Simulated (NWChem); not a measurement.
# CH6ClNSi (SMILES C[SiH](N)Cl): B3LYP-D3(BJ)/6-31G(d) (spherical functions)

We compute a geometry optimisation of CH6ClNSi. 

Program for the calculation: NWChem 7.3.0.

## (1) The system as given

The species is CH6ClNSi (10 atoms), meant as a singlet with charge 0. SMILES: `C[SiH](N)Cl`. The shape is that of a PBE0-D4/def2-TZVP optimisation. This is one conformer, not always the lowest. The run starts from this shape.

Bond lengths: C1–Si2 1.853 Å, Si2–N3 1.706 Å, Si2–Cl4 2.081 Å, C1–H5 1.092 Å, C1–H6 1.092 Å, C1–H7 1.093 Å, Si2–H8 1.480 Å, N3–H9 1.008 Å, N3–H10 1.008 Å. Some angles: C1–Si2–N3 110.0°, C1–Si2–Cl4 106.9°, N3–Si2–Cl4 113.8°, C1–Si2–H8 113.9°, N3–Si2–H8 107.4°, Cl4–Si2–H8 105.0°, Si2–C1–H5 110.6°, Si2–C1–H6 110.4°, Si2–C1–H7 110.6°, Si2–N3–H9 120.0°.

## (2) A geometry optimisation at B3LYP-D3(BJ)/6-31G(d) (spherical functions)

sp.nw reads:

```
start sp
title "CH6ClNSi"
memory total 2200 mb

geometry units bohr
  C     -1.74667386     1.81470400    -0.81182634
  Si    -0.10506877    -1.20488938    -0.13870590
  N      2.26918313    -0.71658415     1.98572421
  Cl     1.12419807    -2.63144363    -3.59199142
  H     -3.25032893     1.52973330    -2.19510587
  H     -2.56908267     2.58835787     0.91651717
  H     -0.42877886     3.20176297    -1.59001556
  H     -1.76972852    -3.19269229     0.91198183
  H      3.49126902     0.72300922     1.73401269
  H      3.14204763    -2.20852292     2.78507836
end

basis "ao basis" spherical bse
  C library 6-31G*
  Si library 6-31G*
  N library 6-31G*
  Cl library 6-31G*
  H library 6-31G*
end

dft
  xc b3lyp
  disp vdw 4
  grid fine
  convergence energy 1e-07
  maxiter 100
  mulliken
  print low
end

driver
  maxiter 60
end

freq
  temp 2 298.15 500
end

task dft optimize
task dft frequencies
```

Command:

```
nwchem sp.nw > sp.out
```

Log:

```text
[...]
 d= 0,ls=0.0,diis     1   -846.2064856355 -1.07D+03  1.15D-02  4.57D-01     2.5
[...]
         Total DFT energy =     -846.258216711808
[...]
@    0    -846.25821671  0.0D+00  0.00919  0.00262  0.00000  0.00000     24.1
[...]
         Total DFT energy =     -846.258626826183
[...]
@    1    -846.25865867 -4.4D-04  0.00382  0.00111  0.01472  0.03799     54.0
[...]
@    7    -846.25876373 -2.0D-06  0.00015  0.00005  0.00196  0.00482    161.7
[...]
         Total DFT energy =   -846.258764424215
[...]
@    8    -846.25876442 -6.9D-07  0.00007  0.00002  0.00092  0.00224    176.3
[...]
         Total DFT energy =     -846.258764879356
[...]
         Total DFT energy =   -846.258764879356
                         DFT ENERGY GRADIENTS
    atom               coordinates                        gradient
                 x          y          z           x          y          z
   1 C      -2.936382  -2.092464   0.448234    0.000021   0.000034  -0.000031
   2 Si      0.102032  -0.747856  -0.749434   -0.000058  -0.000064  -0.000040
   3 N       2.603881  -2.406741   0.504211    0.000032  -0.000023   0.000067
   4 Cl      0.088692   3.126893   0.186582    0.000003  -0.000008  -0.000001
   5 H      -4.554402  -1.042806  -0.298854    0.000026  -0.000038   0.000015
   6 H      -3.116991  -4.076623  -0.113489   -0.000020   0.000025   0.000057
   7 H      -3.023041  -1.991847   2.514898   -0.000009  -0.000006  -0.000043
   8 H       0.371479  -0.815421  -3.531976   -0.000004   0.000075  -0.000007
   9 H       2.655798  -2.733375   2.391891   -0.000000   0.000010   0.000009
  10 H       4.368432  -2.076915  -0.165122    0.000008  -0.000005  -0.000025
[...]
@    9    -846.25876488 -4.6D-07  0.00006  0.00002  0.00044  0.00102    190.7
[...]
      Optimization converged
[...]
@    9    -846.25876488 -4.6D-07  0.00006  0.00002  0.00044  0.00102    190.7
[...]
 d= 0,ls=0.0,diis     2   -846.2587649217  3.18D-10  6.87D-07  6.88D-09   195.0
         Total DFT energy =     -846.258764921736
      One electron energy =    -1604.466680613337
           Coulomb energy =      602.089010320455
    Exchange-Corr. energy =      -63.895196109315
 Nuclear repulsion energy =      220.028519081106
    Dispersion correction =       -0.014417600645
[...]
      Total Density - Mulliken Population Analysis
     ---------------------------------------------
    Atom       Charge   Shell Charges
 -----------   ------   -------------------------------------------------------
    1 C    6     6.66   2.00  0.67  2.14  0.68  1.16  0.02
    2 Si  14    13.32   2.00  2.00  5.96  0.96  1.72  0.12  0.29  0.27
    3 N    7     7.84   2.00  0.77  2.54  0.84  1.67  0.02
    4 Cl  17    17.31   2.00  2.00  5.97  1.40  3.64  0.56  1.73  0.01
    5 H    1     0.82   0.52  0.30
    6 H    1     0.82   0.52  0.30
    7 H    1     0.82   0.52  0.31
    8 H    1     1.07   0.52  0.55
    9 H    1     0.67   0.50  0.17
   10 H    1     0.66   0.50  0.16
[...]
 Zero-Point correction to Energy  =   46.560 kcal/mol  (  0.074198 au)
 Thermal correction to Energy     =   56.008 kcal/mol  (  0.089254 au)
 Thermal correction to Enthalpy   =   57.001 kcal/mol  (  0.090837 au)
 Total Entropy                    =   93.528 cal/mol-K
   - Translational                =   42.115 cal/mol-K (mol. weight =  94.9958)
   - Rotational                   =   27.973 cal/mol-K (symmetry #  =        1)
   - Vibrational                  =   23.440 cal/mol-K
 Cv (constant volume heat capacity) =   30.119 cal/mol-K
   - Translational                  =    2.979 cal/mol-K
   - Rotational                     =    2.979 cal/mol-K
   - Vibrational                    =   24.160 cal/mol-K
[...]
 Normal Eigenvalue ||           Projected Infra Red Intensities
  Mode   [cm**-1]  || [atomic units] [(debye/angs)**2] [(KM/mol)] [arbitrary]
 ------ ---------- || -------------- ----------------- ---------- -----------
    1       -0.000 ||    0.000723           0.017         0.705       0.176
    2       -0.000 ||    0.000449           0.010         0.438       0.109
    3       -0.000 ||    0.000420           0.010         0.410       0.102
    4       -0.000 ||    0.000901           0.021         0.878       0.219
    5        0.000 ||    0.000066           0.002         0.065       0.016
    6        0.000 ||    0.000250           0.006         0.244       0.061
    7      142.583 ||    0.000031           0.001         0.030       0.008
    8      191.417 ||    0.007481           0.173         7.293       1.821
    9      209.635 ||    0.007261           0.168         7.079       1.767
   10      254.809 ||    0.007431           0.171         7.244       1.808
   11      301.737 ||    0.024535           0.566        23.918       5.971
   12      472.628 ||    0.010393           0.240        10.131       2.529
   13      511.752 ||    0.335523           7.741       327.085      81.655
   14      650.797 ||    0.014556           0.336        14.189       3.542
[...]
```

It took 6.7 min on 1 thread of Intel Xeon at 2.80GHz (Skylake/Cascade Lake), shared host; peak memory 0.19 GiB.

The path in brief:

```
step  energy from the first frame kept (eV)
   0                                 0.0000
   1                                -0.0120
   2                                -0.0143
   3                                -0.0146
   4                                -0.0147
   5                                -0.0148
   6                                -0.0148
   7                                -0.0149
   8                                -0.0149
   9                                -0.0149
```

After the run. Bond lengths: C1–Si2 1.869 Å, Si2–N3 1.721 Å, Si2–Cl4 2.109 Å, C1–H5 1.095 Å, C1–H6 1.095 Å, C1–H7 1.096 Å, Si2–H8 1.480 Å, N3–H9 1.014 Å, N3–H10 1.014 Å. Some angles: C1–Si2–N3 109.7°, C1–Si2–Cl4 106.7°, N3–Si2–Cl4 114.1°, C1–Si2–H8 114.3°, N3–Si2–H8 107.3°, Cl4–Si2–H8 104.9°, Si2–C1–H5 110.9°, Si2–C1–H6 110.4°, Si2–C1–H7 110.8°, Si2–N3–H9 119.2°.

## (3) Outcome

Level: B3LYP-D3(BJ)/6-31G* (spherical functions).

| quantity | value |
| --- | --- |
| total energy at the end | -846.25876 Eh |
| dispersion energy | -37.85 kJ/mol |
| lowest harmonic wavenumber | 143 cm⁻¹ |
| highest harmonic wavenumber | 3642 cm⁻¹ |
| zero-point energy | 194.8 kJ/mol |

In words: At the final geometry: Bond lengths: C1–Si2 1.869 Å, Si2–N3 1.721 Å, Si2–Cl4 2.109 Å, C1–H5 1.095 Å, C1–H6 1.095 Å, C1–H7 1.096 Å, Si2–H8 1.480 Å, N3–H9 1.014 Å, N3–H10 1.014 Å. Some angles: C1–Si2–N3 109.7°, C1–Si2–Cl4 106.7°, N3–Si2–Cl4 114.1°, C1–Si2–H8 114.3°, N3–Si2–H8 107.3°, Cl4–Si2–H8 104.9°, Si2–C1–H5 110.9°, Si2–C1–H6 110.4°, Si2–C1–H7 110.8°, Si2–N3–H9 119.2°. All 24 modes are real, so the shape is a minimum at this level. The optimisation took 10 steps and changed the energy by -0.015 eV. Mulliken charges run from -0.84 on N3 to +0.68 on Si2.
